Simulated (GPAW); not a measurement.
CsLiCr2Te2S3:

```
Cs Li Cr Te S
1.0
     3.31929    1.91639    6.87982
    -3.31929    1.91639    6.87982
     0.00000   -3.83279    6.87982
Cs Li Cr Te S
1 1 2 2 3
Direct
  0.00000 0.00000 0.00000
  0.50000 0.50000 0.50000
  0.79848 0.79848 0.79848
  0.20152 0.20152 0.20152
  0.67990 0.67990 0.67990
  0.32010 0.32010 0.32010
  0.13626 0.86374 0.50000
  0.50000 0.13626 0.86374
  0.86374 0.50000 0.13626
```

The cell was built by a generator and needn't be a form met in nature.

Base run:

```yaml
Program: GPAW 26.7.0
Functional: RPBE
Potentials_or_basis: the program's PAW data sets (release 1.2.1) made for this functional
Cutoff: 800 eV
Basis: pw
k_mesh: 4 × 4 × 4
Occupations: fermi-dirac, width 0.05 eV
Spin: collinear spin, ferromagnetic start
Starting_moments: "[0.0, 0.0, 3.0, 3.0, 0.0, 0.0, 0.0, 0.0, 0.0] μB"
```

Its results: pressure 2.1 GPa; net moment 4.00 μB per cell; site moments Cs -0.01; Li +0.00; Cr +2.30; Te -0.22; S -0.08 μB; largest force 0.199 eV/Å.

Task: The run is repeated on the same cell with these changes: functional from RPBE to revPBE. What comes out?

Result: Pressure 1.7 GPa; net moment 4.00 μB per cell; site moments Cs -0.01; Li +0.01; Cr +2.28; Te -0.21; S -0.07 μB; largest force 0.137 eV/Å.

Caveats: only a ferromagnetic start was run, and an antiferromagnetic order may lie lower in energy.
